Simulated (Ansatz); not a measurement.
# HfPdCl3: the cost of one run

Computed with Ansatz 0.2.0 (DFT r2SCAN, scalar-relativistic, plane waves, PAW, unless a step's input says otherwise).

1 further run of the same task is left out (set aside as unsound or not needed).

### Step 1. The structure to begin with

It takes space group Pm-3m (No. 221, cubic). The conventional cell has a = 4.728 Å, b = 4.728 Å, c = 4.728 Å, α = 90.00°, β = 90.00°, γ = 90.00°. Around Hf (site symmetry m-3m) lie 12 Cl at 3.34 Å. Around Pd (site symmetry m-3m) lie 6 Cl at 2.36 Å. Around Cl (site symmetry 4/mmm) lie 2 Pd at 2.36 Å and 4 Hf at 3.34 Å.

Coordinates:

```
Hf Pd Cl
1.0
     4.72813    0.00000    0.00000
     0.00000    4.72813    0.00000
     0.00000    0.00000    4.72813
Hf Pd Cl
1 1 3
Direct
  0.00000 0.00000 0.00000
  0.50000 0.50000 0.50000
  0.00000 0.50000 0.50000
  0.50000 0.00000 0.50000
  0.50000 0.50000 0.00000
```

(A quick probe on a coarse mesh, which set the mesh and smearing, is not shown.)

### Step 3. Relaxing cell and atoms

Input file input.yaml:

```yaml
crystal:
  lattice:
    - [4.7281268631, 0.0, 0.0]
    - [0.0, 4.7281268631, 0.0]
    - [0.0, 0.0, 4.7281268631]
  atoms:
    - { symbol: Hf, position: [0.0, 0.0, 0.0] }
    - { symbol: Pd, position: [0.5, 0.5, 0.5] }
    - { symbol: Cl, position: [0.0, 0.5, 0.5] }
    - { symbol: Cl, position: [0.5, 0.0, 0.5] }
    - { symbol: Cl, position: [0.5, 0.5, 0.0] }
basis:
  ecutwfc: 500
kpoints:
  mp_grid: { grid: [8, 8, 8] }
hamiltonian:
  xc: r2scan
scf:
  occupations: { method: gaussian, width: 0.1 }
output:
  forces: true
  stress: true
  eigenvalues: true
  write_density: true
  write_potential: true
  elf: true
  volumetric_format: npy
relax:
  adjacent_minimum: "off"
  f_tol: 0.01
  max_steps: 80
  cell: { stress_tol: 0.05 }
```

On the command line:

```sh
> ansatz run input.yaml --threads 1 --pin off --max-ram 2560MiB --backend cpu --events-out ev --progress --plain --runs-dir out
```

What time and memory should one allow on 1 thread of Arm Neoverse V1, shared host?

About 2 min, with a peak of 0.67 GiB.
